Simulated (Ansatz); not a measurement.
Runs of Ansatz 0.2.0 on Cd2S. Symmetry: P3m1, No. 156, trigonal system. Conventional cell: a = 3.963 Å, b = 3.963 Å, c = 5.809 Å, α = 90.00°, β = 90.00°, γ = 120.00°. Cd (site symmetry 3m) is surrounded by 1 S at 2.52 Å. Cd (site symmetry 3m) is surrounded by 3 S at 2.60 Å. Around S (site symmetry 3m) lie 4 Cd at 2.52 to 2.60 Å. The cell comes from a database or a generator and needn't be the stable form of this composition.

```tsv
level	gap on the mesh (eV)	pressure (GPa)	relaxed volume (Å³/atom)
PBE+D4	0.19	0.0	24.83
PBE	(b)	0.0	(a)
PBE+D3(BJ)-ATM	0.19	0.0	24.93
PBE+D3(BJ)	0.19	0.0	24.76
```

Alike in all rows: task relaxation of cell and atoms; potentials or basis Ansatz PAW; no spin polarisation; cell relaxed; k mesh 8 × 8 × 5; cutoff (eV) 420; smearing fermi-dirac 0.05 eV.

Q: Fill in the values left out.

A: (a) 26.32; (b) 0.23.

Caveats: odd divisions of the mesh miss points on the zone boundary, where band edges often lie, so the gap on the mesh can be too wide; the plane-wave basis is chosen anew once the cell has moved, so the energies of steps on either side of that aren't comparable.

A k mesh can miss the band edges, and the runs leave out spin-orbit coupling on Cd.
